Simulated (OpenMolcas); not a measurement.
**Si2NH6F (SMILES F[SiH2]N[SiH3]): levels of theory compared**

Aim: a comparison of 6 runs (HF/STO-3G, B3LYP/6-31G*, B2PLYP/cc-pVDZ, M06-2X/cc-pVDZ, PBE/cc-pVDZ, PBE0/cc-pVDZ) of Si2NH6F. 

The calculation is run with OpenMolcas 26.06.

1 further run of the same task is left out (set aside as unsound or not needed).

**1. Starting point**

The species is Si2NH6F (10 atoms), meant as a singlet with charge 0. As SMILES, `F[SiH2]N[SiH3]`. The Si4–H10 distance was set to 3.264 Å, away from the relaxed value. At this shape a bond of the SMILES string is far longer than usual.

Bond lengths: F1–Si2 1.602 Å, Si2–N3 1.706 Å, N3–Si4 1.733 Å, Si2–H5 1.480 Å, Si2–H6 1.478 Å, N3–H7 1.011 Å, Si4–H8 1.487 Å, Si4–H9 1.487 Å. Some angles: F1–Si2–N3 112.6°, Si2–N3–Si4 128.2°, F1–Si2–H5 106.0°, F1–Si2–H6 106.5°, N3–Si2–H5 109.3°, N3–Si2–H6 108.9°, Si2–N3–H7 115.6°, Si4–N3–H7 115.9°, N3–Si4–H8 110.9°, N3–Si4–H9 112.0°.

**2. The energy at HF/STO-3G (run 1)**

File geom.xyz:

```xyz
10

F     -0.218453     0.330936    -2.738625
Si     0.968047     0.638436    -1.707825
N      1.857847    -0.758164    -1.297825
Si     1.537847    -1.899464    -0.033225
H      1.860247     1.603836    -2.388625
H      0.332947     1.176036    -0.486025
H      2.607347    -0.999564    -1.931925
H      2.734547    -2.085464     0.829675
H      1.156747    -3.233164    -0.569925
H     -0.924400    -0.683300     1.730300
```

File calc.input:

```
&GATEWAY
  BasLib=$CurrDir
  Coord=geom.xyz
  Basis=STO-3G
  Group=NoSym

&SEWARD

&SCF
  Thresholds=1e-10 1e-07 1e-07 1e-05
  PrOrbitals=1
```

The basis set STO-3G is read from a file made from the Basis Set Exchange's data (not shown).

Run with:

```bash
export MOLCAS_MEM=1860
pymolcas calc.input > calc.log
```

The log of the run:

```text
--- Start Module: gateway ---
[...]
--- Stop Module: gateway /rc=_RC_ALL_IS_WELL_ ---
--- Start Module: seward ---
[...]
      Basis functions           34
--- Stop Module: seward /rc=_RC_ALL_IS_WELL_ ---
[...]
--- Start Module: scf ---
[...]
       Convergence after  14 Iterations
[...]
::    Total SCF energy                               -726.1906316601
[...]
      Total spin, S                                     0.0000000000
[...]
      Total electronic charge=   50.000000
      Total            charge=   -0.000000
[...]
      Dipole Moment (debye):
      Origin of the operator (angstrom)=    1.0505   -0.4617   -1.2816
                   X=  2.4987E+00               Y= -6.8539E-01               Z= -7.2533E-01           Total=  2.6906E+00
      Quadrupole Moment (debye*angstrom):
[...]
--- Stop Module: scf /rc=_RC_ALL_IS_WELL_ ---
[...]
```

Run time: 2.3 s. Hardware: 1 thread of AMD EPYC 7R43 (Zen 3), shared host; peak memory 0.37 GiB.

**3. The energy at B3LYP/6-31G(d) (Cartesian functions) (run 2)**

File input.xyz:

```xyz
10

F     -0.218453     0.330936    -2.738625
Si     0.968047     0.638436    -1.707825
N      1.857847    -0.758164    -1.297825
Si     1.537847    -1.899464    -0.033225
H      1.860247     1.603836    -2.388625
H      0.332947     1.176036    -0.486025
H      2.607347    -0.999564    -1.931925
H      2.734547    -2.085464     0.829675
H      1.156747    -3.233164    -0.569925
H     -0.924400    -0.683300     1.730300
```

File mol.input:

```
&GATEWAY
 BASLIB
 $CurrDir
 COORD
 input.xyz
 BASIS
 6-31Gs
 GROUP
 NoSym

&SEWARD
 GRIDINPUT
 Grid=UltraFine
 End of Grid

&SCF
 KSDFT
 B3LYP
 THRESHOLDS
 1e-10 1e-07 1e-07 1e-05
 PRORBITALS
 1 1
```

The basis set 6-31G* is read from a file made from the Basis Set Exchange's data (not shown).

Run with:

```bash
export MOLCAS_MEM=1860
pymolcas mol.input > mol.log
```

The log of the run:

```text
--- Start Module: gateway ---
[...]
--- Stop Module: gateway /rc=_RC_ALL_IS_WELL_ ---
--- Start Module: seward ---
[...]
      Basis functions           80
--- Stop Module: seward /rc=_RC_ALL_IS_WELL_ ---
[...]
--- Start Module: scf ---
[...]
       Convergence after  20 Iterations
[...]
::    Total KS-DFT energy                            -737.1226650051
[...]
      Total spin, S                                     0.0000000000
[...]
      Total electronic charge=   50.000000
      Total            charge=   -0.000000
[...]
      Dipole Moment (debye):
      Origin of the operator (angstrom)=    1.0505   -0.4617   -1.2816
                   X=  3.2268E+00               Y= -9.4981E-01               Z= -9.6417E-01           Total=  3.4991E+00
      Quadrupole Moment (debye*angstrom):
[...]
--- Stop Module: scf /rc=_RC_ALL_IS_WELL_ ---
[...]
```

Run time: 36 s. Hardware: 1 thread of AMD EPYC 7R43 (Zen 3), shared host; peak memory 0.45 GiB.

Runs 3 to 5 aren't shown in full; the table further down has their settings and results.

**4. A single-point energy at PBE0/cc-pVDZ (run 6)**

File calc.inp:

```
* FH6NSi2 Kohn-Sham DFT

&gateway
  baslib = $CurrDir
  coord
  10
  angstrom
  F       -0.218453       0.330936      -2.738625
  Si       0.968047       0.638436      -1.707825
  N        1.857847      -0.758164      -1.297825
  Si       1.537847      -1.899464      -0.033225
  H        1.860247       1.603836      -2.388625
  H        0.332947       1.176036      -0.486025
  H        2.607347      -0.999564      -1.931925
  H        2.734547      -2.085464       0.829675
  H        1.156747      -3.233164      -0.569925
  H       -0.924400      -0.683300       1.730300
  basis = cc-pVDZ
  group = NoSym

&seward
  gridinput
  Grid=UltraFine
  End of Grid

&scf
  ksdft = PBE0
  thresholds = 1e-10 1e-07 1e-07 1e-05
  prorbitals = 1 2
```

The basis set cc-pVDZ is read from a file made from the Basis Set Exchange's data (not shown).

Run with:

```bash
export MOLCAS_MEM=1860
pymolcas calc.inp > calc.log
```

The log of the run:

```text
--- Start Module: gateway ---
[...]
--- Stop Module: gateway /rc=_RC_ALL_IS_WELL_ ---
--- Start Module: seward ---
[...]
      Basis functions           94
--- Stop Module: seward /rc=_RC_ALL_IS_WELL_ ---
[...]
--- Start Module: scf ---
[...]
       Convergence after  15 Iterations
[...]
::    Total KS-DFT energy                            -736.6955772693
[...]
      Total spin, S                                     0.0000000000
[...]
      Total electronic charge=   50.000000
      Total            charge=   -0.000000
[...]
      Dipole Moment (debye):
      Origin of the operator (angstrom)=    1.0505   -0.4617   -1.2816
                   X=  3.4063E+00               Y= -9.7954E-01               Z= -9.8435E-01           Total=  3.6785E+00
      Quadrupole Moment (debye*angstrom):
[...]
--- Stop Module: scf /rc=_RC_ALL_IS_WELL_ ---
[...]
```

Run time: 41 s. Hardware: 1 thread of AMD EPYC 7R43 (Zen 3), shared host; peak memory 0.52 GiB.

**5. Overview of the runs**

| run | level | Cartesian functions | integration grid | energy (Eh) | dipole moment (D) | HOMO energy (eV) | LUMO energy (eV) | wall time |
| --- | --- | --- | --- | --- | --- | --- | --- | --- |
| 1 | HF/STO-3G | no | – | -726.190632 | 2.69 | -4.09 | 2.27 | 2.3 s |
| 2 | B3LYP/6-31G* (Cartesian functions) | yes | UltraFine | -737.122665 | 3.50 | -6.32 | -3.78 | 36 s |
| 3 | B2PLYP/cc-pVDZ | no | UltraFine | -736.719727 | 4.13 | -7.08 | -2.68 | 38 s |
| 4 | M06-2X/cc-pVDZ | no | UltraFine | -736.991986 | 3.79 | -7.23 | -2.97 | 60 s |
| 5 | PBE/cc-pVDZ | no | UltraFine | -736.638461 | 3.42 | -5.76 | -4.36 | 67 s |
| 6 | PBE0/cc-pVDZ | no | UltraFine | -736.695577 | 3.68 | -6.55 | -3.73 | 41 s |

**6. Summary of results**

| quantity | value |
| --- | --- |
| run 6: total energy | -736.69558 Eh |
| run 6: dipole moment | 3.68 D |
| run 6: HOMO energy | -6.55 eV |
| run 6: LUMO energy | -3.73 eV |
| run 6: HOMO–LUMO gap | 2.82 eV |

What this shows: The dipole moment (its size) runs from 2.69 D (HF/STO-3G) to 4.13 D (B2PLYP/cc-pVDZ). The two ends differ in method and basis. A double hybrid's value is that of its SCF part. The HOMO–LUMO gap runs from 1.41 eV (PBE/cc-pVDZ) to 6.37 eV (HF/STO-3G). For B2PLYP the log adds the whole second-order term; the table takes 0.27 of it, as the functional is defined. Totals of different functionals can't be ranked against each other. In run 1 the basis is minimal, so the values are rough. In runs 1, 2, 3, 4, 5, 6 a closed-shell determinant meets a far-stretched bond, which it describes badly. All runs together took 4.1 min, the longest 67 s.
